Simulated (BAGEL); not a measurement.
# GePH3Cl− (SMILES [PH2][GeH-][Cl]): HF/STO-3G (density fitting with qzvpp-jkfit)

Aim: the vertical ionisation energy of GePH3Cl− at HF/STO-3G (density fitting with qzvpp-jkfit), from 2 runs. 

The calculation is run with BAGEL 1.2.2.

## 1. The molecule

GePH3Cl− has 6 atoms, charge -1, and is taken as a singlet. SMILES: `[PH2][GeH-][Cl]`. The shape comes from GFN2-xTB, which is rough for such elements, and wasn't checked as a minimum. This is one conformer, not always the lowest.

Bond lengths: P1–Ge2 2.424 Å, Ge2–Cl3 2.303 Å, P1–H4 1.382 Å, P1–H5 1.370 Å, Ge2–H6 1.695 Å. Angles: P1–Ge2–Cl3 99.8°, P1–Ge2–H6 87.6°, Cl3–Ge2–H6 92.5°, Ge2–P1–H4 93.8°, Ge2–P1–H5 95.6°, H4–P1–H5 91.3°.

## 2. A single-point energy at HF/STO-3G (density fitting with qzvpp-jkfit)

Input file hf.json:

```json
{ "bagel" : [

{
  "title" : "molecule",
  "basis" : "sto-3g",
  "df_basis" : "qzvpp-jkfit",
  "angstrom" : true,
  "geometry" : [
    { "atom" : "P", "xyz" : [   -0.279080,    0.005500,   -1.357530 ] },
    { "atom" : "Ge", "xyz" : [    0.680280,   -0.990620,    0.633140 ] },
    { "atom" : "Cl", "xyz" : [   -0.210770,    0.402310,    2.235800 ] },
    { "atom" : "H", "xyz" : [   -1.514720,   -0.585650,   -1.170460 ] },
    { "atom" : "H", "xyz" : [   -0.701340,    1.154480,   -0.741550 ] },
    { "atom" : "H", "xyz" : [    2.025620,    0.013980,    0.400600 ] }
  ]
},
{
  "title" : "hf",
  "charge" : -1
},
{
  "title" : "print",
  "file" : "orbitals.molden",
  "orbitals" : true
}

]}
```

Started as:

```
BAGEL_NUM_THREADS=1 BAGEL hf.json > hf.out
```

What it wrote:

```text
* using 1 threads per process

  ===============================================================
  ===============================================================

  *** Geometry ***

  { "atom" : "P", "xyz" : [     -0.527385,      0.010393,     -2.565360 ] },
  { "atom" : "Ge", "xyz" : [      1.285543,     -1.872000,      1.196461 ] },
  { "atom" : "Cl", "xyz" : [     -0.398298,      0.760256,      4.225050 ] },
  { "atom" : "H", "xyz" : [     -2.862406,     -1.106718,     -2.211849 ] },
  { "atom" : "H", "xyz" : [     -1.325341,      2.181651,     -1.401326 ] },
  { "atom" : "H", "xyz" : [      3.827867,      0.026418,      0.757024 ] },

  Number of auxiliary basis functions:      576

  Since a DF basis is specified, we compute 2- and 3-index integrals:
    o Being stored without compression. Storage requirement is 0.007 GB

  Number of basis functions:       39
  Number of electrons      :       67

    * METHOD: MOLECULE                             0.25

  *** RHF ***

  === Nuclear Repulsion ===
   312.0539252966

      * DIIS with orbital gradients will be used.

  === RHF iteration (sto-3g) ===
      0      -2844.90819571          0.00404967           0.05
      1      -2844.92724238          0.00111702           0.05
      2      -2844.92895431          0.00029436           0.05
      3      -2844.92906518          0.00007835           0.05
      4      -2844.92907267          0.00001821           0.05
      5      -2844.92907310          0.00000411           0.05
      6      -2844.92907313          0.00000079           0.05
      7      -2844.92907313          0.00000018           0.05
      8      -2844.92907313          0.00000004           0.05
      9      -2844.92907313          0.00000001           0.05
    * SCF iteration converged.

    * Permanent dipole moment:
           (    0.004264,     0.375194,     0.725659) a.u.

    * METHOD: HF                                   0.67

    * METHOD: PRINT                                0.00

  ===============================================================
```

It took 1.1 s on 1 thread of Arm Neoverse V2, shared host.

## 3. Doublet neutral GePH3Cl

Input file input.json:

```json
{ "bagel": [

{
  "title": "molecule",
  "basis": "sto-3g",
  "df_basis": "qzvpp-jkfit",
  "angstrom": "true",
  "geometry": [
    { "atom": "P", "xyz": [   -0.279080,    0.005500,   -1.357530 ] },
    { "atom": "Ge", "xyz": [    0.680280,   -0.990620,    0.633140 ] },
    { "atom": "Cl", "xyz": [   -0.210770,    0.402310,    2.235800 ] },
    { "atom": "H", "xyz": [   -1.514720,   -0.585650,   -1.170460 ] },
    { "atom": "H", "xyz": [   -0.701340,    1.154480,   -0.741550 ] },
    { "atom": "H", "xyz": [    2.025620,    0.013980,    0.400600 ] }
  ]
},
{
  "title": "uhf",
  "nopen": 1
},
{
  "title": "print",
  "file": "orbitals.molden",
  "orbitals": "true"
}

]}
```

Started as:

```
BAGEL_NUM_THREADS=1 BAGEL input.json > input.out
```

What it wrote:

```text
* using 1 threads per process

  ===============================================================
  ===============================================================

  *** Geometry ***

  { "atom" : "P", "xyz" : [     -0.527385,      0.010393,     -2.565360 ] },
  { "atom" : "Ge", "xyz" : [      1.285543,     -1.872000,      1.196461 ] },
  { "atom" : "Cl", "xyz" : [     -0.398298,      0.760256,      4.225050 ] },
  { "atom" : "H", "xyz" : [     -2.862406,     -1.106718,     -2.211849 ] },
  { "atom" : "H", "xyz" : [     -1.325341,      2.181651,     -1.401326 ] },
  { "atom" : "H", "xyz" : [      3.827867,      0.026418,      0.757024 ] },

  Number of auxiliary basis functions:      576

  Since a DF basis is specified, we compute 2- and 3-index integrals:
    o Being stored without compression. Storage requirement is 0.007 GB

  Number of basis functions:       39
  Number of electrons      :       67

    * METHOD: MOLECULE                             0.24

  *** Open-shell HF ***

  === Nuclear Repulsion ===
   312.0539252966

      * DIIS with orbital gradients will be used.

  === UHF iteration (sto-3g) ===
      0      -2844.92865972          0.01132108           0.10
      1      -2844.97319124          0.00257132           0.10
      2      -2844.97770188          0.00134640           0.10
      3      -2844.97951345          0.00066500           0.10
      4      -2844.98016676          0.00034233           0.10
      5      -2844.98044899          0.00016586           0.10
      6      -2844.98060697          0.00009149           0.09
      7      -2844.98068013          0.00004320           0.09
      8      -2844.98069256          0.00002063           0.11
      9      -2844.98069452          0.00000845           0.11
     10      -2844.98069474          0.00000353           0.11
     11      -2844.98069481          0.00000187           0.11
     12      -2844.98069484          0.00000097           0.10
     13      -2844.98069485          0.00000047           0.10
     14      -2844.98069485          0.00000017           0.10
     15      -2844.98069485          0.00000010           0.10
     16      -2844.98069485          0.00000004           0.10
     17      -2844.98069485          0.00000002           0.10
     18      -2844.98069485          0.00000001           0.10
     19      -2844.98069485          0.00000001           0.10
    * SCF iteration converged.

    * S^2 (UHF) is 0.7654

    * Permanent dipole moment:
           (   -0.236872,     1.073031,     1.027450) a.u.

    * METHOD: UHF                                  2.18

    * METHOD: PRINT                                0.00

  ===============================================================
```

Wall time 2.6 s (1 thread of Arm Neoverse V2, shared host).

## 4. Results

Level: HF/STO-3G (density fitting with qzvpp-jkfit).

| quantity | value |
| --- | --- |
| singlet GePH3Cl−: total energy | -2844.92907 Eh |
| singlet GePH3Cl−: HOMO energy | 0.76 eV |
| singlet GePH3Cl−: LUMO energy | 14.85 eV |
| singlet GePH3Cl−: HOMO–LUMO gap (to an unbound level, set by the basis) | 14.09 eV |
| doublet neutral GePH3Cl: total energy | -2844.98069 Eh |
| doublet neutral GePH3Cl: dipole moment | 3.82 D |
| doublet neutral GePH3Cl: ⟨S²⟩ | 0.765 |
| vertical detachment energy (to the doublet neutral) | -1.405 eV |

The species is unbound against losing an electron at this level, by 1.40 eV (−136 kJ/mol); missing correlation or diffuse functions can give that sign where the real anion is bound. In a minimal basis such a difference can be off by several eV, whatever the method. The HOMO (singlet GePH3Cl−) lies at positive energy, 0.76 eV: the electron is unbound at this level or held by a compact basis; values depend on the basis.
